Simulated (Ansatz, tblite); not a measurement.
# The cluster Al₄F₂−: one state, many levels

An exercise on one series of results from a longer session: the logs are not shown, and one member is left open.

The runs use Ansatz 0.2.0, Gaussian basis; as each input shows.

The runs, in order: GFN1-xTB, GFN2-xTB, PBE-D4/def2-TZVPD, r2SCAN-D4/def2-TZVPD, BHLYP-D4/def2-TZVPD, ωB97M-V/def2-TZVPD, LDA/def2-TZVPD, CCSD(T)/def2-SVPD, MP2/def2-TZVPD.

3 further runs of the same task are left out: 3 set aside as unsound or not needed. Runs told in other sessions of the task aren't counted.

### The geometry

The doublet was relaxed beforehand with PBE-D4/def2-SVPD. At that level it is the lowest of the isomers that a small search found.

6 atoms, charge -1, spin multiplicity 2.

Bond lengths: Al1–Al2 2.595 Å, Al1–Al3 2.524 Å, Al1–Al4 2.734 Å, Al1–F5 1.735 Å, Al2–Al3 2.595 Å, Al3–Al4 2.734 Å, Al3–F6 1.735 Å. Angles: Al2–Al1–Al3 60.9°, Al2–Al1–Al4 69.3°, Al2–Al1–F5 141.7°, Al3–Al1–Al4 62.5°, Al3–Al1–F5 151.9°, Al4–Al1–F5 132.4°, Al1–Al2–Al3 58.2°, Al1–Al3–Al2 60.9°, Al1–Al3–Al4 62.5°, Al1–Al3–F6 151.9°, Al2–Al3–Al4 69.3°, Al2–Al3–F6 141.7°, Al4–Al3–F6 132.4°, Al1–Al4–Al3 55.0°.

The ion is computed in the gas phase, without counter-ions or solvent.

PBE0-D4/def2-TZVPD was run before; its log isn't repeated, and its numbers join the tables.

Set-up of the first run:

Tight binding, by tblite at 300 K electronic temperature and without a spin-polarisation term:

```python
tblite.interface.Calculator('GFN1-xTB', numbers, positions, charge=-1, uhf=1).singlepoint()
```

Tight binding, by tblite at 300 K electronic temperature and without a spin-polarisation term:

```python
tblite.interface.Calculator('GFN2-xTB', numbers, positions, charge=-1, uhf=1).singlepoint()
```

start.molden holds the orbitals of an earlier run on this state, given as this run's starting guess.

in.yaml reads:

```yaml
crystal:
  periodic: [false, false, false]
  atoms:
    - {symbol: Al, position_ang: [-0.775951, 0.977937, -0.382762]}
    - {symbol: Al, position_ang: [-1.487466, -1.321596, 0.586525]}
    - {symbol: Al, position_ang: [0.924547, -0.883311, -0.264430]}
    - {symbol: Al, position_ang: [0.437494, 0.528564, 2.026095]}
    - {symbol: F, position_ang: [-1.430505, 2.408695, -1.113530]}
    - {symbol: F, position_ang: [2.331871, -1.710289, -0.851889]}
basis:
  gaussian: {orbitals: def2-TZVPD, initial_orbitals: start.molden}
total_charge: -1
magnetization: {spin_polarized: true, initial_magnetization: 1}
hamiltonian: {xc: pbe, dispersion: d4}
scf: {omitted_lower_state_checks: [starts]}
output: {forces: true, orbitals: {seedname: orbitals}}
```

Command:

```bash
ansatz run in.yaml --threads 4 --pin off --events-out ev --progress --plain --max-ram 4787MiB
```

Steps of the session up to this table: PBE-D4/def2-TZVPD; r2SCAN-D4/def2-TZVPD; BHLYP-D4/def2-TZVPD; ωB97M-V/def2-TZVPD; LDA/def2-TZVPD; CCSD(T)/def2-SVPD; MP2/def2-TZVPD.

One table of the session follows, with a row left open; its other results are not shown here.

It belongs to the step «Levels side by side». 

| level | HOMO (eV) | LUMO (eV) | gap (eV) |
| --- | --- | --- | --- |
| LDA/def2-TZVPD | -0.19 | 0.27 | 0.46 |
| PBE-D4/def2-TZVPD | -0.17 | 0.52 | 0.69 |
| r2SCAN-D4/def2-TZVPD | ? | ? | ? |
| PBE0-D4/def2-TZVPD | -0.81 | 1.16 | 1.97 |
| BHLYP-D4/def2-TZVPD | -1.25 | 1.86 | 3.12 |
| ωB97M-V/def2-TZVPD | -2.14 | 2.45 | 4.59 |

Estimate the missing values for r2SCAN-D4/def2-TZVPD.

The run gave: HOMO (eV): -0.34; LUMO (eV): 0.68; gap (eV): 1.03. In the column «HOMO (eV)» it lies between PBE0-D4/def2-TZVPD (-0.81) and LDA/def2-TZVPD (-0.19).

Limits of these values: Doubts: large T1 diagnostic, spin contamination. Notes on CCSD(T)/def2-SVPD: large T1 diagnostic, spin contamination.
